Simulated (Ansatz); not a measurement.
I need energies of removing a hydrogen of C2H6FSb, SMILES [CH3][Sb]([CH3])[F]. Use the Python package of Ansatz (0.2.0). Settings (for the species named): r2scan0, def2-SVP basis, multiplicity 1.

```yaml
atoms:
  - { symbol: C, position_ang: [-0.2069, 1.3139, -0.7396] }
  - { symbol: Sb, position_ang: [0.3040, -0.6978, -1.1365] }
  - { symbol: C, position_ang: [0.5595, -1.0864, 0.9594] }
  - { symbol: F, position_ang: [-1.5192, -1.2912, -1.0660] }
  - { symbol: H, position_ang: [-1.0100, 1.3873, 0.0415] }
  - { symbol: H, position_ang: [0.6412, 1.9516, -0.4467] }
  - { symbol: H, position_ang: [-0.6562, 1.8043, -1.6700] }
  - { symbol: H, position_ang: [1.5493, -0.5566, 1.3167] }
  - { symbol: H, position_ang: [0.7007, -2.1637, 1.1754] }
  - { symbol: H, position_ang: [-0.2793, -0.7127, 1.5688] }
```

Script `bde_c2h6fsb.py`:
```python
"""Cost of removing each kind of hydrogen from C2H6FSb, fragments frozen."""

import ansatz


def single_point(molecule, charge=0, unpaired=0):
    calc = molecule.calculation().basis(gaussian="def2-SVP").functional("r2scan0").accuracy("medium")
    if charge:
        calc = calc.charge(charge)
    if unpaired:
        calc = calc.spin("collinear", total=unpaired)
    return calc.run(threads=1, backend="cpu").report["free_energy_ev"]

GEOMETRY = """
C    -0.20690    1.31390   -0.73960
Sb    0.30400   -0.69780   -1.13650
C     0.55950   -1.08640    0.95940
F    -1.51920   -1.29120   -1.06600
H    -1.01000    1.38730    0.04150
H     0.64120    1.95160   -0.44670
H    -0.65620    1.80430   -1.67000
H     1.54930   -0.55660    1.31670
H     0.70070   -2.16370    1.17540
H    -0.27930   -0.71270    1.56880
"""

def without(molecule, index):
    rest = ansatz.Crystal.molecule()
    for i, site in enumerate(molecule.cartesian_sites):
        if i != index:
            rest = rest.atom(site.symbol, site.position_ang)
    return rest

c2h6fsb = ansatz.Crystal.molecule()
for line in GEOMETRY.strip().splitlines():
    symbol, *xyz = line.split()
    c2h6fsb = c2h6fsb.atom(symbol, [float(v) for v in xyz])

whole = single_point(c2h6fsb, 0)
hydrogen = single_point(ansatz.Crystal.molecule().atom("H", (0, 0, 0)), 0, 1)
print(f"E(molecule) = {whole:.5f} eV, E(H) = {hydrogen:.5f} eV")
for index in [9]:
    radical = single_point(without(c2h6fsb, index), 0, 1)
    print(f"H{index}: homolysis {23.060548 * (radical + hydrogen - whole):.1f} kcal/mol")
```

```console
$ python bde_c2h6fsb.py
E(molecule) = -11421.43817 eV, E(H) = -13.58464 eV
H9: homolysis 112.1 kcal/mol
```

Caveats:
- The settings weren't tested for convergence.
- The geometry is a force-field or estimated start, not a minimum of this method, and the basis set is short of its limit. All parts are taken at fixed geometry, without zero-point energy.
- def2 sets replace the cores of elements past krypton by effective core potentials.
- The spin-orbit lowering of heavy atoms is left out.
- Wall time of the script: 18 s on 1 thread of Arm Neoverse V2 (shared host), peak memory 0.36 GiB.
